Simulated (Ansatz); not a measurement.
# AsH− (doublet): wave-function methods side by side at distance As1–H2 = 3.320 Å, aug-cc-pVDZ

Aim: climb from Hartree-Fock through coupled cluster and multireference methods for AsH− (doublet) at one geometry and basis, and see what each rung misses.

Program: Ansatz 0.2.0, Gaussian basis. Level of theory: aug-cc-pVDZ, core rule «outside noble gas», up to 14 orbitals frozen. These are calculated values, not measurements.

To be run: UHF; CCSD(T) on ROHF; CCSD(T) on UHF; BCCD(T) on ROHF; CISD as a restricted active space (open shells left free, so some higher excitations enter); CCSDT(Q) on ROHF; CCSDT(Q) on UHF; CCSDTQ on ROHF; CCSDTQ on UHF; CASSCF and MRCISD+Q, 3 electrons in 3 orbitals; CASSCF and NEVPT2, 3 electrons in 3 orbitals; CASSCF and MRCISD+Q, 7 electrons in 5 orbitals; CASSCF and NEVPT2, 7 electrons in 5 orbitals; Full CI.

1 further run of the same task is left out (for a known fault of the program). Runs told in other sessions of the task aren't counted.

## (1) What is computed

The geometry derives from a PBE0/def2-TZVPD stationary point (not a proven minimum). One bond is set to the value named and the two fragments are kept rigid. No spin-orbit coupling is included. The filled d shell of As may be among the frozen orbitals whatever the setting's name suggests.

2 atoms, charge -1, spin multiplicity 2.

Atoms are counted from 1 here; the program's logs count them from 0.

No contacts short enough for the rule that draws bonds.

## (2) UHF

Input file in.yaml:

```yaml
crystal:
  periodic: [false, false, false]
  atoms:
    - {symbol: As, position_ang: [0.000000, 0.000000, 0.000000]}
    - {symbol: H, position_ang: [0.000000, 0.000000, 3.320000]}
basis:
  gaussian: {orbitals: aug-cc-pVDZ}
total_charge: -1
magnetization: {spin_polarized: true, initial_magnetization: 1}
hamiltonian: {xc: hf}
output: {orbitals: {seedname: orbitals}}
```

Launch:

```
ansatz run in.yaml --threads 1 --pin off --events-out ev --progress --plain --max-ram 4096MiB --backend cpu
```

Further steps of the session: CCSD(T) on ROHF; CCSD(T) on UHF; BCCD(T) on ROHF; CISD as a restricted active space (open shells left free, so some higher excitations enter); CCSDT(Q) on ROHF; CCSDT(Q) on UHF; CCSDTQ on ROHF; CCSDTQ on UHF; CASSCF and MRCISD+Q, 3 electrons in 3 orbitals; CASSCF and NEVPT2, 3 electrons in 3 orbitals; CASSCF and MRCISD+Q, 7 electrons in 5 orbitals; CASSCF and NEVPT2, 7 electrons in 5 orbitals; Full CI.

Before running them: what should the planned runs give, taken together? Wanted: FCI from the RHF energy; RMP2 from FCI; RCCSD from FCI; RCCSD(T) from FCI; RCCSDT(Q) from FCI; NEVPT2 pair from FCI; MRCISD+Q pair from FCI; NEVPT2 valence from FCI; T1 diagnostic.

As calculated:

```
                         quantity                                                        value
          FCI from the ROHF energy                                                   -4.4383 eV
                    RMP2 from FCI                                                  +1561.8 meV
                   RCCSD from FCI                                                   +352.7 meV
                RCCSD(T) from FCI                                                    +48.7 meV
               RCCSDT(Q) from FCI                                                     -1.8 meV
             NEVPT2 pair from FCI                                                   +616.7 meV
           MRCISD+Q pair from FCI                                                    +35.4 meV
          NEVPT2 valence from FCI                                                   +848.2 meV
levels within 1 kcal/mol (43 meV)  RCCSDT, RCCSDT(Q), RCCSDTQ, MRCISD+Q pair, MRCISD+Q valence
                    T1 diagnostic                                                        0.165
   effectively unpaired electrons                                                         2.12
```

In words: RCCSD(T) misses by +48.7 meV, 1.1 % of the correlation energy. With 2.1 effectively unpaired electrons against 1 the state is strongly multireference. Coupled cluster on one determinant still stays close here. Of the multireference levels listed MRCISD+Q valence comes nearest in total energy (+28.8 meV), which doesn't show that its space is the better one. Coupled cluster took another determinant than the lowest Hartree-Fock one. These misses are within one basis, not against nature.

The restricted and unrestricted ladders end 0.39 eV apart at CCSDT(Q), which points to two states or an unsound top rung; rows of one don't measure the error of the other.

With open shells the CI space here admits some higher excitations, so it is larger than plain CISD.
